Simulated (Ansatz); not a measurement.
A run of Ansatz 0.2.0:

input.yaml

```yaml
crystal:
  lattice:
    - [2.8524526758, 0.0, 0.0]
    - [-1.4262263379, 2.4702964803, 0.0]
    - [0.0, 0.0, 26.5296600175]
  atoms:
    - { symbol: Pd, position: [0.3333333333, 0.6666666667, 0.2827024543] }
    - { symbol: Au, position: [0.6666666667, 0.3333333333, 0.3696214726] }
    - { symbol: Pd, position: [0.0, 0.0, 0.4565404909] }
    - { symbol: Au, position: [0.3333333333, 0.6666666667, 0.5434595091] }
    - { symbol: Pd, position: [0.6666666667, 0.3333333333, 0.6303785274] }
    - { symbol: Au, position: [0.0, 0.0, 0.7172975457] }
hamiltonian:
  xc: pbesol
  pseudopotentials: { kind: paw_fr }
magnetization:
  noncollinear: true
  spin_orbit: true
kpoints:
  mp_grid: { grid: [11, 11, 1] }
  band_path:
    path:
      - [0.0, 0.0, 0.0]
      - [0.5, 0.0, 0.0]
      - [0.3333333333, 0.3333333333, 0.0]
      - [0.0, 0.0, 0.0]
    npoints: 14
scf:
  occupations: { method: fermi_dirac, width: 0.05 }
  n_extra_bands: 15
output:
  forces: true
  eigenvalues: true
  fatbands: false
efield:
  axis: 3
  dipole_correction: true
  ramp_width: 0.04
```

Potentials or basis: Ansatz PAW.

The run is started by

```sh
$ ansatz run input.yaml --threads 4 --pin off --max-ram 11264MiB --backend cpu --events-out ev --progress --plain --runs-dir out
```

Hardware: 4 threads of Arm Neoverse V2, with other jobs on the host.

Task: Estimate the wall time of this run.

Result: Run time: 2 min on 4 threads of Arm Neoverse V2 (shared host), peak memory 2 GiB. Counts: scf iterations 11, plane waves 3689, k points 16, bands 126.
